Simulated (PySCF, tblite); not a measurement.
# C5H9F2 radical: geometry, infrared bands and EPR parameters

Aim: predict the infrared bands and EPR parameters of C5H9F2 radical (`CC(C)(C)[C](F)F`).

The runs use tblite 0.8.0 and PySCF 2.14.0, with density-fitted response routines of our own; the level of theory stands in each step. All values are computed, except where a source is named. Atoms count from 0, in the outputs and in this text.

**1. The starting structure**

16 atoms, charge 0, multiplicity 2; geometry from: force field or distance geometry start.

Bonds of the start (Å): C0–C1 1.53, C1–C2 1.53, C1–C3 1.54, C1–C4 1.51, C4–F5 1.36, C4–F6 1.34, C0–H7 1.10, C0–H8 1.09, C0–H9 1.11, C2–H10 1.09, C2–H11 1.11, C2–H12 1.10, C3–H13 1.10, C3–H14 1.10, C3–H15 1.08.

**2. Optimising the geometry with GFN2-xTB**

The job: settings as JSON, then the geometry in Å.

```
{"job": {"kind": "relax", "xc": "GFN2-xTB", "basis": "xTB"}, "charge": 0, "multiplicity": 2}
C      0.127800     1.315600    -0.731700
C     -0.067200     0.022800     0.056300
C     -0.452400    -1.120400    -0.882200
C      1.260300    -0.326500     0.752500
C     -1.148900     0.194000     1.100800
F     -2.207600     0.999100     0.834200
F     -1.138100    -0.536400     2.222900
H      0.392500     2.159600    -0.070000
H      0.919600     1.212600    -1.476900
H     -0.802600     1.593900    -1.258900
H      0.302600    -1.279900    -1.653300
H     -1.406800    -0.897100    -1.400000
H     -0.600800    -2.061000    -0.336700
H      1.568000     0.450100     1.461500
H      1.179000    -1.262600     1.326400
H      2.067200    -0.454900     0.043700
```

On the command line:

```bash
$ OMP_NUM_THREADS=1 python probes_run.py task.json out
```

One launch serves the whole session: the jobs run in the order shown.

Log:

```text
step      E/eV     max force
  0    -671.83727    1.492
  1    -671.91604    0.805
  2    -671.95309    0.523
  3    -671.97763    0.480
  4    -671.98905    0.493
  5    -671.99835    0.461
  6    -672.01069    0.463
  7    -672.02094    0.499
  8    -672.03013    0.262
  9    -672.03475    0.189
 10    -672.03829    0.184
 11    -672.04340    0.261
 12    -672.04808    0.203
 13    -672.05211    0.161
 14    -672.05569    0.158
 15    -672.05947    0.195
 16    -672.06282    0.175
 17    -672.06599    0.177
 18    -672.06889    0.174
 19    -672.07125    0.147
 20    -672.07280    0.106
 21    -672.07382    0.077
 22    -672.07463    0.094
 23    -672.07529    0.083
 24    -672.07564    0.040
 25    -672.07583    0.036
 26    -672.07604    0.050
 27    -672.07639    0.089
 28    -672.07692    0.106
 29    -672.07747    0.075
 30    -672.07781    0.030
 31    -672.07797    0.025
 32    -672.07807    0.035
 33    -672.07816    0.026
 34    -672.07823    0.018
 35    -672.07828    0.018
 36    -672.07832    0.023
 37    -672.07835    0.016
 38    -672.07838    0.012
 39    -672.07840    0.016
 40    -672.07845    0.033
 41    -672.07853    0.053
 42    -672.07867    0.061
 43    -672.07880    0.044
 44    -672.07886    0.013
 45    -672.07888    0.012
 46    -672.07890    0.014
 47    -672.07892    0.020
 48    -672.07895    0.018
 49    -672.07898    0.011
 50    -672.07900    0.011
 51    -672.07903    0.014
 52    -672.07906    0.018
 53    -672.07909    0.012
 54    -672.07910    0.006
```

Wall time 0.21 s (1 thread of Arm Neoverse V2, shared host).

The steps of the relaxation: (not every step is listed)

| step | energy from step 0 (eV) | largest force (eV/Å) |
| --- | --- | --- |
| 0 | 0.0000 | 1.4923 |
| 1 | -0.0788 | 0.8047 |
| 2 | -0.1158 | 0.5228 |
| 3 | -0.1404 | 0.4795 |
| 4 | -0.1518 | 0.4928 |
| 5 | -0.1611 | 0.4609 |
| 6 | -0.1734 | 0.4629 |
| 7 | -0.1837 | 0.4991 |
| 8 | -0.1929 | 0.2619 |
| 12 | -0.2108 | 0.2033 |
| 16 | -0.2255 | 0.1750 |
| 20 | -0.2355 | 0.1061 |
| 24 | -0.2384 | 0.0401 |
| 28 | -0.2396 | 0.1056 |
| 32 | -0.2408 | 0.0348 |
| 36 | -0.2410 | 0.0226 |
| 40 | -0.2412 | 0.0332 |
| 44 | -0.2416 | 0.0135 |
| 48 | -0.2417 | 0.0178 |
| 49 | -0.2417 | 0.0108 |
| 50 | -0.2417 | 0.0114 |
| 51 | -0.2418 | 0.0136 |
| 52 | -0.2418 | 0.0179 |
| 53 | -0.2418 | 0.0118 |
| 54 | -0.2418 | 0.0059 |

Close pairs (by a distance rule), those that changed most:

```
  bond  before (Å)  after (Å)  change (Å)
C2–H11       1.109      1.088      -0.021
 C1–C4       1.513      1.495      -0.018
 C0–H9       1.105      1.087      -0.018
 C0–H7       1.105      1.087      -0.018
 C1–C2       1.528      1.544      +0.016
C3–H14       1.101      1.087      -0.014
 C4–F5       1.357      1.344      -0.013
C2–H12       1.097      1.087      -0.010
```

The final coordinates are the input of the step that follows.

**3. Infrared spectrum with GFN2-xTB**

The job: settings as JSON, then the geometry in Å.

```
{"job": {"kind": "ir", "xc": "GFN2-xTB", "basis": "xTB"}, "charge": 0, "multiplicity": 2}
C      0.145076     1.341855    -0.737614
C     -0.022558     0.058924     0.080839
C     -0.485064    -1.092357    -0.838340
C      1.293360    -0.319106     0.766019
C     -1.062233     0.290168     1.130236
F     -2.257200     0.772232     0.749328
F     -1.262353    -0.666553     2.052234
H      0.478901     2.158641    -0.102650
H      0.883702     1.187055    -1.519461
H     -0.796439     1.626939    -1.200445
H      0.265930    -1.267288    -1.605005
H     -1.426573    -0.838993    -1.320142
H     -0.619982    -2.005909    -0.264009
H      1.633965     0.487814     1.410153
H      1.166895    -1.213880     1.370500
H      2.056973    -0.510598     0.016946
```

Log:

```text
mode    cm-1     km/mol
  1      53.1      0.05
  2     171.1      0.05
  3     180.9      0.96
  4     195.9      0.57
  5     230.0      0.18
  6     237.9      0.04
  7     317.7      6.86
  8     326.7      0.30
  9     368.4      1.48
 10     475.2      6.11
 11     475.7      0.26
 12     536.7      4.47
 13     750.1      0.08
 14     879.3      0.10
 15     954.6      1.48
 16     967.7      1.52
 17     970.5      2.50
 18    1029.7      7.37
 19    1035.3      2.58
 20    1142.0    235.71
 21    1153.2    146.27
 22    1206.7     35.29
 23    1245.2      2.09
 24    1298.3     30.25
 25    1392.0      3.71
 26    1406.2      6.01
 27    1425.0      4.57
 28    1476.7      0.38
 29    1484.8      1.06
 30    1488.2      0.72
 31    1492.6      5.07
 32    1496.9      5.06
 33    1505.6     14.95
 34    3030.0     13.67
 35    3037.5      3.73
 36    3042.0      5.09
 37    3042.7     11.72
 38    3043.9      4.87
 39    3045.7     56.84
 40    3046.7     22.37
 41    3050.7     36.88
 42    3051.9     40.29
```

Wall time 0.31 s (1 thread of Arm Neoverse V2, shared host).

Which atoms move in the most intense modes:

```csv
cm⁻¹,km/mol,atoms
1142,235.7,"C4 70 %, F6 13 %, F5 13 %"
1153,146.3,C4 35 %
1207,35.3,C1 49 %
1298,30.2,"C1 39 %, C4 32 %"
3046,56.8,"H7 34 %, H13 18 %"
3047,22.4,"H14 33 %, H9 31 %"
3051,36.9,"H15 34 %, H14 24 %, H9 19 %"
3052,40.3,"H8 49 %, H15 20 %, H7 14 %"
```

**4. g tensor and hyperfine couplings: B3LYP/pcH-1**

Same as in step 3 but for these lines:

```diff
@@ -1,2 +1,2 @@
-{"job": {"kind": "ir", "xc": "GFN2-xTB", "basis": "xTB"}, "charge": 0, "multiplicity": 2}
+{"job": {"kind": "epr", "basis": "pcH-1"}, "charge": 0, "multiplicity": 2}
 C      0.145076     1.341855    -0.737614
```

Level: UKS B3LYP, pcH-1 on C F H, non-relativistic, mean-field spin-orbit, GIAO.

Log:

```text
UKS, coarse grid
  cycle   1  E = -395.50424124  |g| = 5.43e-01
  cycle   2  E = -395.39331387  |g| = 8.14e-01
  cycle   3  E = -395.61319895  |g| = 7.56e-02
  cycle   4  E = -395.61493192  |g| = 3.77e-02
  cycle   5  E = -395.61554676  |g| = 6.85e-03
  cycle   6  E = -395.61557005  |g| = 2.67e-03
  cycle   7  E = -395.61557334  |g| = 8.88e-04
UKS, final grid
  cycle   1  E = -395.61558333  |g| = 1.00e-03
  cycle   2  E = -395.61558304  |g| = 1.33e-03
  cycle   3  E = -395.61558378  |g| = 1.36e-04
  cycle   4  E = -395.61558378  |g| = 4.78e-05
  cycle   5  E = -395.61558379  |g| = 1.67e-05
E = -395.61558379 Eh   <S^2> = 0.7523 (exact 0.7500)
g shifts (ppm)      1          2          3
  rmc          -245       -245       -245
  gc             16         23         29
  oz_so        -193       2439       2668
  total        -422       2217       2452
hyperfine (MHz)  atom isotope    a_iso     a_fc   dipolar eigenvalues
    0   13C       9.55       9.55     -1.36     -1.23      2.59
    1   13C      19.99      19.99     -5.06     -4.73      9.79
    2   13C      34.08      34.08     -4.92     -4.85      9.78
    3   13C       9.54       9.54     -1.36     -1.23      2.59
    4   13C     361.87     361.87    -81.18    -80.87    162.05
    5   19F     236.97     236.97   -221.24   -196.34    417.57
    6   19F     237.00     237.00   -221.25   -196.36    417.61
    7    1H      -1.12      -1.12     -4.30     -3.27      7.57
    8    1H      -1.76      -1.76     -2.00     -1.56      3.55
    9    1H      -0.80      -0.80     -3.20     -2.95      6.15
   10    1H      17.87      17.87     -3.54     -0.82      4.36
   11    1H      -2.89      -2.89     -4.34     -1.34      5.68
   12    1H      -2.89      -2.89     -4.34     -1.34      5.68
   13    1H      -1.12      -1.12     -4.29     -3.27      7.57
   14    1H      -0.80      -0.80     -3.20     -2.95      6.15
   15    1H      -1.75      -1.75     -2.00     -1.56      3.55
```

Run time: 56 s. Hardware: 1 thread of Arm Neoverse V2, shared host; peak memory 0.97 GiB.

Principal g values 2.00190, 2.00454, 2.00477; g(iso) = 2.00373, against 2.00232 for a free electron.

Mean a(iso) over the nuclei that a row names, and the largest dipolar term of the row (other rows stand at the frozen geometry):

```
                         nuclei  isotope  a(iso) (MHz)  a(iso) (G, at g = 2.0023)  largest dipolar term (MHz)
                             C4      13C         361.9                      129.1                       162.1
                         F5, F6      19F         237.0                       84.6                       417.6
                             C1      13C          20.0                        7.1                         9.8
                     C0, C2, C3      13C          17.7                        6.3                         9.8
H7, H8, H9, H10, H11 and 4 more       1H           0.5                        0.2                         7.6
```

Mulliken spin populations:

C0 0.00; C1 -0.02; C2 0.05; C3 0.00; C4 0.85; F5 0.06; F6 0.06; H7 0.00; H8 0.00; H9 0.00; H10 0.01; H11 0.00; H12 0.00; H13 0.00; H14 0.00; H15 0.00

In first order the couplings over 0.8 MHz of 19F give 3 distinct lines over 169.1 G, if the averaged nuclei exchange fast.

The fields below are evaluated on a grid from the run's orbitals.

ELF in a plane through or near 5 of the atoms.

Values, 10 rows by 14 columns:
```
0.00 0.00 0.00 0.00 0.00 0.00 0.00 0.00 0.00 0.00 0.00 0.00 0.00 0.00
0.00 0.00 0.00 0.00 0.00 0.01 0.00 0.00 0.01 0.01 0.00 0.00 0.00 0.00
0.00 0.00 0.00 0.01 0.07 0.14 0.05 0.01 0.12 0.12 0.04 0.00 0.00 0.00
0.00 0.00 0.02 0.07 0.34 0.68 0.31 0.08 0.64 0.63 0.18 0.04 0.00 0.00
0.00 0.00 0.54 0.94 0.92 0.46 0.88 0.72 0.25 0.21 0.95 0.86 0.06 0.00
0.00 0.00 0.69 0.99 0.96 0.24 0.47 0.19 0.37 0.48 0.99 0.96 0.05 0.00
0.00 0.00 0.01 0.01 0.01 0.02 0.10 0.20 0.02 0.01 0.01 0.02 0.00 0.00
0.00 0.00 0.00 0.00 0.01 0.02 0.01 0.01 0.02 0.02 0.00 0.00 0.00 0.00
0.00 0.00 0.00 0.00 0.00 0.00 0.00 0.00 0.00 0.00 0.00 0.00 0.00 0.00
0.00 0.00 0.00 0.00 0.00 0.00 0.00 0.00 0.00 0.00 0.00 0.00 0.00 0.00
```
The map spans 9.5 Å across and 8.5 Å up, centred on the molecule. Atoms in the plane (x, y in Å): C0 (-1.3, 0.9), C1 (0.0, 0.0), C3 (1.3, 0.9), H9 (-2.2, 0.3), H14 (2.2, 0.3).

log10 of the density (e/Å³) in the same plane.

Ten even steps from '0' (-4.0) to '9' (1.3):
```
0000000000000000000000000000
0000000000000000000000000000
0000000112221111222110000000
0000011233333223333321100000
0000122344444334444432210000
0001223456665445666543221000
0001234567776556777654321000
0012345677877667788765432100
0012455778987777898776542100
0012456787777887777876542100
0012345666667887666665432100
0001234455556776555544321000
0000122344455665544433210000
0000012334455555544332100000
0000001234444444444321000000
0000000123333333333210000000
0000000012222222222100000000
0000000000011111100000000000
0000000000000000000000000000
0000000000000000000000000000
```
The map spans 9.5 Å across and 8.5 Å up, centred on the molecule. Atoms in the plane (x, y in Å): C0 (-1.3, 0.9), C1 (0.0, 0.0), C3 (1.3, 0.9), H9 (-2.2, 0.3), H14 (2.2, 0.3).

On the surface of density 0.002 e/bohr³ the electrostatic potential runs, from the 1st to the 99th percentile, from -0.77 V near F6 to 0.84 V near H15.

The spin density lies nearest to C4 69 %; F5, F6 about 10 % each.

**5. Summary of results**

| quantity | value |
| --- | --- |
| strongest single infrared mode (GFN2-xTB) | 1142 cm⁻¹, 236 km/mol |
| zero-point energy (GFN2-xTB) | 81.1 kcal/mol |
| g(iso) (B3LYP) | 2.00373 |
| ⟨S²⟩ | 0.752 (exact 0.75) |
| largest a(iso) (averaged by class) | 13C on C4, 361.9 MHz |
| surface potential, 1st and 99th percentile | -0.77 V and 0.84 V |

Relaxing lowered the energy by 0.242 eV in 54 steps; the close pair that moved most is C2–H11, from 1.109 to 1.088 Å. No mode is imaginary among the 42: a minimum at this level. The strongest single mode, at 1142 cm⁻¹, moves mainly C4. GFN2-xTB is a fitted tight-binding method: band positions and strengths are rough. Its intensities can rank the bands wrongly. C4 carries the largest spin population, 0.85 e. The isotropic g lies 1.4 ppt above the free-electron value.
